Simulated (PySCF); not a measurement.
# C₇H₄ClFO: NMR shifts in gas and solvents, part 2 of 2

PySCF 2.14.0. Atoms count from 0.

## Step 7: Shielding tensors: WP04/pcSseg-2 in chloroform

Job settings and geometry (Å):

```
{"job": {"kind": "nmr", "xc": "WP04", "basis": "pcSseg-2", "pop": false, "solvent": "chloroform"}, "charge": 0, "multiplicity": 1}
O      2.888812     1.259462    -0.399822
C      2.322654     0.230452    -0.239754
Cl     3.269831    -1.284403    -0.164431
C      0.866969     0.064402    -0.086603
C      0.241495    -1.169894     0.068336
C     -1.132638    -1.243703     0.199646
C     -1.864327    -0.071101     0.175031
F     -3.188017    -0.139307     0.301346
C     -1.271505     1.170793     0.023333
C      0.100262     1.231987    -0.108363
H      0.834618    -2.074046     0.085632
H     -1.641643    -2.191259     0.319901
H     -1.886546     2.061573     0.009788
H      0.601826     2.183676    -0.230465
```

Method: GIAO WP04/pcSseg-2 NMR shielding, non-relativistic, IEF-PCM chloroform.

The program printed:

```text
coarse grid: 13880 points
cycle   1  E = -918.0890700902  dE =  1.788e+00  |g| = 1.323e+00  |ddm| = 3.782e+00
cycle   2  E = -916.8737519392  dE =  1.215e+00  |g| = 2.773e+00  |ddm| = 3.630e+00
cycle   3  E = -918.3222897074  dE = -1.449e+00  |g| = 5.411e-01  |ddm| = 3.086e+00
cycle   4  E = -918.3790048190  dE = -5.672e-02  |g| = 1.701e-01  |ddm| = 5.724e-01
cycle   5  E = -918.3829677188  dE = -3.963e-03  |g| = 7.080e-02  |ddm| = 1.521e-01
cycle   6  E = -918.3839636079  dE = -9.959e-04  |g| = 1.681e-02  |ddm| = 7.164e-02
cycle   7  E = -918.3840183185  dE = -5.471e-05  |g| = 7.796e-03  |ddm| = 1.797e-02
cycle   8  E = -918.3840334269  dE = -1.511e-05  |g| = 1.980e-03  |ddm| = 9.039e-03
cycle   9  E = -918.3840342042  dE = -7.772e-07  |g| = 7.696e-04  |ddm| = 2.406e-03
final grid: 134504 points
cycle  10  E = -918.3918080914  dE = -2.088e-04  |g| = 8.407e-03  |ddm| = 1.388e-01
cycle  11  E = -918.3917836063  dE =  2.449e-05  |g| = 1.397e-02  |ddm| = 1.667e-02
cycle  12  E = -918.3918213020  dE = -3.770e-05  |g| = 3.067e-03  |ddm| = 1.059e-02
cycle  13  E = -918.3918227986  dE = -1.497e-06  |g| = 1.117e-03  |ddm| = 3.119e-03
cycle  14  E = -918.3918230125  dE = -2.139e-07  |g| = 3.475e-04  |ddm| = 8.855e-04
cycle  15  E = -918.3918230314  dE = -1.885e-08  |g| = 9.936e-05  |ddm| = 3.257e-04
cycle  16  E = -918.3918230330  dE = -1.665e-09  |g| = 3.467e-05  |ddm| = 1.166e-04
cycle  17  E = -918.3918230333  dE = -3.001e-10  |g| = 9.072e-06  |ddm| = 3.555e-05
converged SCF energy = -918.3918230333

GIAO shielding tensors (ppm)
atom      isotropic    diamagn.    paramagn.     s11        s22        s33       span
  0 O     -190.365     394.033    -584.398   -520.465   -294.343    243.714    764.179
  1 C      -13.213     252.036    -265.248   -105.145     19.375     46.132    151.277
  2 Cl     495.827    1149.876    -654.049     88.389    449.116    949.976    861.587
  3 C       35.376     260.317    -224.941    -48.126     18.071    136.183    184.309
  4 C       26.501     257.342    -230.841    -74.435     -4.104    158.043    232.478
  5 C       48.863     254.225    -205.362    -38.281     28.545    156.326    194.606
  6 C       -8.558     256.052    -264.609   -101.090      9.563     65.854    166.944
  7 F      282.413     472.763    -190.351    196.563    281.553    369.122    172.558
  8 C       48.814     254.891    -206.077    -37.974     28.223    156.194    194.168
  9 C       29.213     255.570    -226.357    -78.356      2.952    163.042    241.397
 10 H       23.303      32.059      -8.756     18.793     21.300     29.815     11.022
 11 H       24.475      29.843      -5.368     21.014     24.405     28.004      6.990
 12 H       24.500      29.803      -5.303     21.045     24.623     27.831      6.786
 13 H       23.492      32.037      -8.545     19.529     22.690     28.258      8.729
```

Wall time 3.2 min (2 threads of AMD EPYC, shared host); peak memory 2.9 GiB.

Key values: δ C1 188.3, C6 183.7, C4 147.2, C3 139.7, H10 8.47, H11 7.38 ppm (means over like atoms).

## Step 8: NMR shieldings: wB97X-D/pcSseg-2 in chloroform

Settings changed since step 7:

```diff
@@ -1,2 +1,2 @@
-{"job": {"kind": "nmr", "xc": "WP04", "basis": "pcSseg-2", "pop": false, "solvent": "chloroform"}, "charge": 0, "multiplicity": 1}
+{"job": {"kind": "nmr", "xc": "wB97X-D", "basis": "pcSseg-2", "pop": false, "solvent": "chloroform"}, "charge": 0, "multiplicity": 1}
 O      2.888812     1.259462    -0.399822
```

With the program's defaults for keys left out, this is: GIAO wB97X-D/pcSseg-2 NMR shielding, non-relativistic, IEF-PCM chloroform.

The program printed:

```text
coarse grid: 13880 points
cycle   1  E = -904.2645032760  dE =  2.303e+00  |g| = 9.977e-01  |ddm| = 3.377e+00
cycle   2  E = -904.0830314771  dE =  1.815e-01  |g| = 1.489e+00  |ddm| = 1.890e+00
cycle   3  E = -904.4563321257  dE = -3.733e-01  |g| = 1.282e-01  |ddm| = 1.243e+00
cycle   4  E = -904.4589678312  dE = -2.636e-03  |g| = 6.895e-02  |ddm| = 1.523e-01
cycle   5  E = -904.4598083503  dE = -8.405e-04  |g| = 1.351e-02  |ddm| = 7.018e-02
cycle   6  E = -904.4598528246  dE = -4.447e-05  |g| = 6.373e-03  |ddm| = 2.564e-02
cycle   7  E = -904.4598637420  dE = -1.092e-05  |g| = 1.552e-03  |ddm| = 1.062e-02
cycle   8  E = -904.4598655432  dE = -1.801e-06  |g| = 7.139e-04  |ddm| = 5.164e-03
final grid: 134504 points
cycle   9  E = -904.4693770974  dE = -2.643e-04  |g| = 9.330e-03  |ddm| = 1.015e-01
cycle  10  E = -904.4693761360  dE =  9.614e-07  |g| = 1.029e-02  |ddm| = 1.924e-02
cycle  11  E = -904.4693922930  dE = -1.616e-05  |g| = 9.434e-04  |ddm| = 7.341e-03
cycle  12  E = -904.4693923811  dE = -8.805e-08  |g| = 7.013e-04  |ddm| = 1.588e-03
cycle  13  E = -904.4693924763  dE = -9.516e-08  |g| = 1.637e-04  |ddm| = 5.968e-04
cycle  14  E = -904.4693924826  dE = -6.349e-09  |g| = 6.307e-05  |ddm| = 2.553e-04
cycle  15  E = -904.4693924839  dE = -1.281e-09  |g| = 1.749e-05  |ddm| = 8.929e-05
cycle  16  E = -904.4693924841  dE = -2.306e-10  |g| = 9.196e-06  |ddm| = 5.452e-05
converged SCF energy = -904.4693924841

GIAO shielding tensors (ppm)
atom      isotropic    diamagn.    paramagn.     s11        s22        s33       span
  0 O     -200.938     396.182    -597.121   -562.227   -305.612    265.024    827.252
  1 C        1.184     250.419    -249.235    -95.564     35.590     63.526    159.090
  2 Cl     538.189    1146.260    -608.071    143.614    495.007    975.947    832.333
  3 C       47.593     257.588    -209.994    -40.335     33.600    149.514    189.849
  4 C       35.802     253.883    -218.080    -67.501      4.547    170.361    237.862
  5 C       60.112     252.516    -192.404    -28.563     40.596    168.302    196.865
  6 C        2.674     252.433    -249.759    -96.271     23.692     80.599    176.870
  7 F      286.462     469.901    -183.439    201.834    280.908    376.643    174.810
  8 C       59.896     253.241    -193.344    -28.707     40.050    168.346    197.053
  9 C       39.100     252.887    -213.787    -71.711     11.650    177.361    249.073
 10 H       22.688      32.038      -9.350     18.095     20.628     29.340     11.245
 11 H       23.965      30.284      -6.320     20.427     24.043     27.423      6.996
 12 H       23.980      30.328      -6.348     20.456     24.238     27.247      6.791
 13 H       22.869      32.541      -9.672     18.828     22.096     27.683      8.856
```

Wall time 4 min (2 threads of AMD EPYC, shared host); peak memory 2.9 GiB.

Key values: δ C1 185.9, C6 184.4, C4 149.7, C3 139.5, H10 8.84, H11 7.64 ppm (means over like atoms).

## Step 9: Run by run: NMR shifts

Shifts (ppm) of some atoms, chosen among heavy atoms and hydrogens apart, means over like atoms, with basis size and wall time (the measured row can stand on another reference than the computed rows):

```
                           run     C1     C4   H10   H11     O0  Cl2      F7  functions     time
                 PBE0/pcSseg-2  181.2  146.1  8.71  7.40  548.4  408  -101.2        423  2.8 min
                  KT3/pcSseg-2  170.2  133.2  8.38  7.11  500.4  393  -115.0        423  2.6 min
              wB97X-D/pcSseg-2  183.0  148.2  8.75  7.42  552.4  406   -98.6        423  3.6 min
                B97-2/pcSseg-2  178.5  143.1  8.65  7.34  532.4  398  -100.8        423  2.8 min
   WP04/pcSseg-2 in chloroform  188.3  147.2  8.47  7.38  513.8  429  -103.5        423  3.2 min
wB97X-D/pcSseg-2 in chloroform  185.9  149.7  8.84  7.64  536.1  419   -99.3        423    4 min
                      measured      –      –     –     –      –    –  -101.4          –        –
```

Measured: G. Saielli, R. Bini, A. Bagno, Computational 19F NMR. 2. Organic compounds, RSC Adv. 2014, ESI (exp. from Berger-Braun-Kalinowski 1994 and Everett 1995).

## Step 10: What came out

The summary covers parts 1 to 2.

```
                                                               quantity                                  value
                                   rotational constants (main isotopes)                   3.08, 0.62, 0.51 GHz
13C shifts against TMS (PBE0/pcSseg-2, means over atoms taken as alike)  181.2, 181.2, 146.1, 137.5, 124.2 ppm
 1H shifts against TMS (PBE0/pcSseg-2, means over atoms taken as alike)                         8.71, 7.40 ppm
                                 17O shifts against H2O (PBE0/pcSseg-2)                              548.4 ppm
                                35Cl shifts against HCl (PBE0/pcSseg-2)                                408 ppm
                               19F shifts against CFCl3 (PBE0/pcSseg-2)                             -101.2 ppm
                               measured, and computed on the same scale                F7 δ -101.4, -101.2 ppm
                                  surface potential, 1st and 99th percentile                     -1.26 V and 1.45 V
                       range of the shift of O0 (wB97X-D/pcSseg-2 runs)                     536.1 to 552.4 ppm
```

Over 8 steps the energy fell by 0.099 eV; of the close pairs, C1–C3 changed most, 1.426 to 1.473 Å. No frequency check was run at this level, so the end point may be a saddle. The one measured 19F shift is missed by +0.2 ppm (computed less measured, unscaled). Vibration, temperature and solvent are missing from the calculation, and it holds one conformer, so part of the miss against the measured shifts is not the functional's. NICS(1)zz of -26 ppm above the planar ring from C3 marks a diatropic (aromatic) ring current. At PBE0/pcSseg-2, counted by nearest atom on the grid, the HOMO lies on C3, C6 about 24 % each; C5 11 %, the LUMO on C1 24 %; O0 17 %. At one level, wB97X-D/pcSseg-2: In ppm, O0 moves most: its shift spreads over 16.4 ppm, from 536.1 (wB97X-D/pcSseg-2 in chloroform) to 552.4 (wB97X-D/pcSseg-2).
